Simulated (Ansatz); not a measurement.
## MnS, space group Fm-3m: a convergence test of the k-point mesh

Run with Ansatz 0.2.0 through its Python package.

`kconv_mns.py`
```python
import csv

import ansatz as az
from ase import Atoms


def main() -> None:
    atoms = Atoms(
        ['Mn', 'S'],
        scaled_positions=[
            (0.0, 0.0, 0.0),
            (0.5, 0.5, 0.5),
        ],
        cell=[
            (0.0, 2.6045, 2.6045),
            (2.6045, 0.0, 2.6045),
            (2.6045, 2.6045, 0.0),
        ],
        pbc=True,
    )
    atoms.set_initial_magnetic_moments([2.8, 0.0])
    mns = az.Crystal.from_ase(atoms)

    calculation = mns.calculation()
    calculation = calculation.functional(az.Functional.PBE)
    calculation = calculation.basis(420).occupations('Fermi-Dirac', width=0.15)
    calculation = calculation.spin(az.SpinTreatment.COLLINEAR)
    calculation = calculation.forces()
    calculation = calculation.stress()

    rows = []
    for value in [(3, 3, 3), (5, 5, 5), (6, 6, 6), (7, 7, 7), (9, 9, 9)]:
        rep = calculation.kpoints(*value).run().report
        rows.append((value, rep['free_energy_ev'] / len(rep['lattice']['sites']), rep['n_iterations'], sum(rep['stress_gpa'][i][i] for i in range(3)) / 3, max(abs(f) for row in rep['forces_ev_ang'] for f in row), rep['magnetization_mub'], rep['n_kpoints']))

    with open('kconv.csv', 'w', newline='') as handle:
        writer = csv.writer(handle)
        writer.writerow(['mesh', 'F/atom (eV)', 'iterations', 'P (GPa)', 'max component (eV/A)', 'moment (muB)', 'k-points'])
        writer.writerows([round(v, 5) if isinstance(v, float) else v for v in row] for row in rows)

    for row in rows[:-1]:
        shift = 1000 * (row[1] - rows[-1][1])
        print(f'{row[0]}: {shift:+.2f} meV/atom' + ('  (within 1 meV)' if abs(shift) < 1 else ''))


if __name__ == '__main__':
    main()
```

```console
$ python kconv_mns.py
(3, 3, 3): +65.50 meV/atom
(5, 5, 5): -3.44 meV/atom
(6, 6, 6): -4.16 meV/atom
(7, 7, 7): -2.29 meV/atom
```

`kconv.csv`, as written:
```csv
mesh,F/atom (eV),iterations,P (GPa),max component (eV/A),moment (muB),k-points
"(3, 3, 3)",-2400.86292,10,-4.18212,0.0,4.49661,4
"(5, 5, 5)",-2400.93186,10,-4.11099,0.0,4.58001,10
"(6, 6, 6)",-2400.93258,11,-3.68673,0.0,4.62888,16
"(7, 7, 7)",-2400.93071,11,-3.49117,0.0,4.64629,20
"(9, 9, 9)",-2400.92842,11,-3.38152,0.0,4.65199,35
```

Other magnetic orders than the one started from may lie lower. The overall sign of a collinear moment is arbitrary, and semilocal functionals can give small moments to compounds that are paramagnetic. A Fermi-Dirac width this large means warm electrons, whose thermal share enters the free energy. Forces vanish by symmetry here and test nothing. With one magnetic atom the cell can hold only ferromagnetic order. Of the deposited cell: the entry's cell lengths or inner coordinates differ somewhat from later room-temperature determinations. Pressure is positive in compression. Without a Hubbard U or exact exchange, semilocal functionals often make such 3d compounds metallic or too weakly gapped. The structure is a deposited one; some such entries were measured under pressure or heat, so a shift against it needn't be the functional's error alone. Shifts are counted from the finest mesh, which is itself no proven limit. The whole script took 8.2 s on 1 thread of Arm Neoverse V2, on a shared host, peak memory 0.39 GiB.
